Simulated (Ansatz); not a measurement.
# H2Zr: the cost of one run

Computed with Ansatz 0.2.0, Gaussian basis. Level: def2-QZVPP, core rule «outside noble gas», up to 4 orbitals frozen.

The runs, in order: UHF; ROHF; CCSD(T) on UHF.

## 1. The geometry

The geometry is a PBE0/def2-TZVP stationary point (not a proven minimum) of the parent state, kept for this charge and spin. No spin-orbit coupling is included. Elements past krypton take def2 core potentials.

3 atoms, charge 1, spin multiplicity 6.

Atoms are counted from 1 here; the program's logs count them from 0.

Bond lengths: Zr1–H2 1.969 Å, Zr1–H3 1.969 Å. Angles: H2–Zr1–H3 180.0°.

Geometry (Å):

```
Zr    0.0000    0.0000    0.0000
H     0.0000    0.0000   -1.9688
H     0.0000    0.0000    1.9688
```

## 2. UHF

File in.yaml:

```yaml
crystal:
  periodic: [false, false, false]
  atoms:
    - {symbol: Zr, position_ang: [0.000000, 0.000000, 0.000000]}
    - {symbol: H, position_ang: [0.000000, 0.000000, -1.968800]}
    - {symbol: H, position_ang: [0.000000, 0.000000, 1.968800]}
basis:
  gaussian: {orbitals: "def2-QZVPP.json"}
total_charge: 1
magnetization: {spin_polarized: true, initial_magnetization: 5}
hamiltonian: {xc: hf}
output: {orbitals: {seedname: orbitals}}
```

The run is started by

```console
> ansatz run in.yaml --threads 1 --pin off --events-out ev --progress --plain --max-ram 2816MiB --backend cpu
```

What time and memory should one allow on 1 thread of AMD EPYC 7R13, shared host?

About 12 s, with a peak of 0.26 GiB.
